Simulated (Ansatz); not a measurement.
# CH3AlFI: one species, many methods

One table from this session's results is given with a row withheld; the runs are named, their logs left out.

Program: Ansatz 0.2.0, Gaussian basis. Level of theory: functionals in def2-TZVPP, the program's frozen cores in correlated methods. These are calculated values, not measurements.

Plan: LDA (SPW92), PBE-D4, revPBE-D4, BLYP-D4, r2SCAN-D4, B97M-V, PBE0-D4, B3LYP-D4, r2SCANh-D4, r2SCAN0-D4, HSE06-D4, BHLYP-D4, CAM-B3LYP-D4, LC-ωPBE, ωB97X-V, ωB97M-V, B2PLYP, PBE-QIDH; CCSD(T)/def2-SVP; CCSD(T)/def2-TZVPP; MP2/def2-QZVPP; extrapolation to the limit; RPA on PBE.

## The geometry

All runs share one geometry, relaxed beforehand with PBE0-D4 in a triple-zeta def2 set. I takes the def2 core potential; no spin-orbit term is included.

SMILES `F[CH2][AlH][I]`, 7 atoms, charge 0, spin multiplicity 1.

Atoms are counted from 1 here; the program's logs count them from 0.

Bond lengths: F1–C2 1.390 Å, C2–Al3 1.978 Å, C2–H5 1.099 Å, C2–H6 1.099 Å, Al3–I4 2.463 Å, Al3–H7 1.580 Å. Angles: F1–C2–Al3 113.3°, F1–C2–H5 108.1°, F1–C2–H6 108.1°, Al3–C2–H5 110.6°, Al3–C2–H6 110.6°, H5–C2–H6 105.9°, C2–Al3–I4 119.5°, C2–Al3–H7 120.8°, I4–Al3–H7 119.7°.

The first run:

File in.yaml:

```yaml
crystal:
  periodic: [false, false, false]
  atoms:
    - {symbol: F, position_ang: [-0.745350, 1.552884, 0.715106]}
    - {symbol: C, position_ang: [0.157773, 0.498793, 0.791513]}
    - {symbol: Al, position_ang: [0.062559, -0.726004, -0.758301]}
    - {symbol: I, position_ang: [-1.567176, -0.289070, -2.553009]}
    - {symbol: H, position_ang: [-0.032202, -0.045671, 1.726669]}
    - {symbol: H, position_ang: [1.167250, 0.921186, 0.889120]}
    - {symbol: H, position_ang: [1.018247, -1.980017, -0.856998]}
basis:
  gaussian: {orbitals: def2-TZVPP}
hamiltonian: {xc: lda}
output: {orbitals: {seedname: orbitals}}
```

Launch:

```console
$ ansatz run in.yaml --threads 2 --pin off --events-out ev --progress --plain --max-ram 4352MiB
```

Among the steps run: LDA; PBE-D4 (GGA); revPBE-D4 (GGA); BLYP-D4 (GGA); r2SCAN-D4 (meta-GGA); B97M-V (meta-GGA); B3LYP-D4 (hybrid); r2SCANh-D4 (hybrid); r2SCAN0-D4 (hybrid); HSE06-D4 (hybrid); BHLYP-D4 (hybrid); CAM-B3LYP-D4 (range-separated); LC-ωPBE (range-separated); ωB97X-V (range-separated); ωB97M-V (range-separated); B2PLYP (double hybrid); PBE-QIDH (double hybrid).

One table of the session follows, with a row left open; its other results are not shown here.

It belongs to the step «Frontier levels by functional». 

```
  functional  HOMO (eV)  LUMO (eV)  gap (eV)
 LDA (SPW92)      -6.59      -2.64      3.94
      PBE-D4      -6.45      -2.40      4.05
   revPBE-D4      -6.40      -2.29      4.11
     BLYP-D4      -6.31      -2.27      4.04
   r2SCAN-D4      -6.74      -2.11      4.63
      B97M-V      -6.79      -2.23      4.56
     PBE0-D4      -7.64      -1.67      5.97
    B3LYP-D4      -7.41      -1.86      5.55
  r2SCANh-D4      -7.19      -1.87      5.32
  r2SCAN0-D4          ?          ?         ?
    HSE06-D4      -7.25      -2.04      5.21
    BHLYP-D4      -8.64      -0.91      7.73
CAM-B3LYP-D4      -8.90      -0.74      8.16
     LC-ωPBE     -10.24       0.32     10.56
     ωB97X-V      -9.90       0.21     10.12
     ωB97M-V      -9.77      -0.04      9.73
```

Estimate the missing values for r2SCAN0-D4.

Worked estimate for «HOMO (eV)». Against the share of exact exchange, r2SCAN-D4 (0, -6.74), r2SCANh-D4 (0.1, -7.19) give a slope of -4.50 per unit share; at 0.25 the line stands at -7.86.

As computed: HOMO (eV): -7.84; LUMO (eV): -1.51; gap (eV): 6.33. In «HOMO (eV)» the line misses by -0.02.
